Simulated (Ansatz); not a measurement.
# LiCa: the cost of one run

Program: Ansatz 0.2.0. Level of theory: DFT PBE, scalar-relativistic, plane waves, PAW. These are calculated values, not measurements.

## (1) The system as given

It takes space group P-6m2 (No. 187, hexagonal). Conventional cell: a = 3.729 Å, b = 3.729 Å, c = 5.369 Å, α = 90.00°, β = 90.00°, γ = 120.00°. Li (site symmetry -6m2) is surrounded by 6 Ca at 3.44 Å and 6 Li at 3.73 Å. Ca (site symmetry -6m2) has 6 Li at 3.44 Å and 6 Ca at 3.73 Å as nearest neighbours.

Coordinates:

```cif
data_structure
_symmetry_space_group_name_H-M 'P 1'
_symmetry_Int_Tables_number 1
_cell_length_a 3.7288
_cell_length_b 3.7288
_cell_length_c 5.3695
_cell_angle_alpha 90.000
_cell_angle_beta 90.000
_cell_angle_gamma 120.000
_cell_volume 64.66
loop_
_atom_site_label
_atom_site_type_symbol
_atom_site_fract_x
_atom_site_fract_y
_atom_site_fract_z
_atom_site_occupancy
Li1 Li 0.00000 0.00000 0.00000 1
Ca1 Ca 0.33333 0.66667 0.50000 1
```

A structure generator made this guess: close-packed layers stacked AB|A (P-6m2, No. 187). Lengths come from tabulated atomic sizes and are only a guess.

## (2) A first look at the guess

Contents of input.yaml:

```yaml
crystal:
  lattice:
    - [3.72880808, 0.0, 0.0]
    - [-1.86440404, 3.22924252, 0.0]
    - [0.0, 0.0, 5.36947547]
  atoms:
    - { symbol: Li, position: [0.0, 0.0, 0.0] }
    - { symbol: Ca, position: [0.33333333, 0.66666667, 0.5] }
basis:
  ecutwfc: 420
kpoints:
  mp_grid: { grid: [6, 6, 4] }
hamiltonian:
  xc: pbe
scf:
  occupations: { method: gaussian, width: 0.1 }
  lower_state_search: "off"
output:
  forces: true
  stress: true
  eigenvalues: true
```

Run with:

```console
$ ansatz run input.yaml --threads 1 --pin off --max-ram 2048MiB --backend cpu --events-out ev --progress --plain --runs-dir out
```

What time and memory should one allow on 1 thread of Intel Xeon Platinum 8488C (Sapphire Rapids), shared host?

About 1.2 s, with a peak of 0.34 GiB.
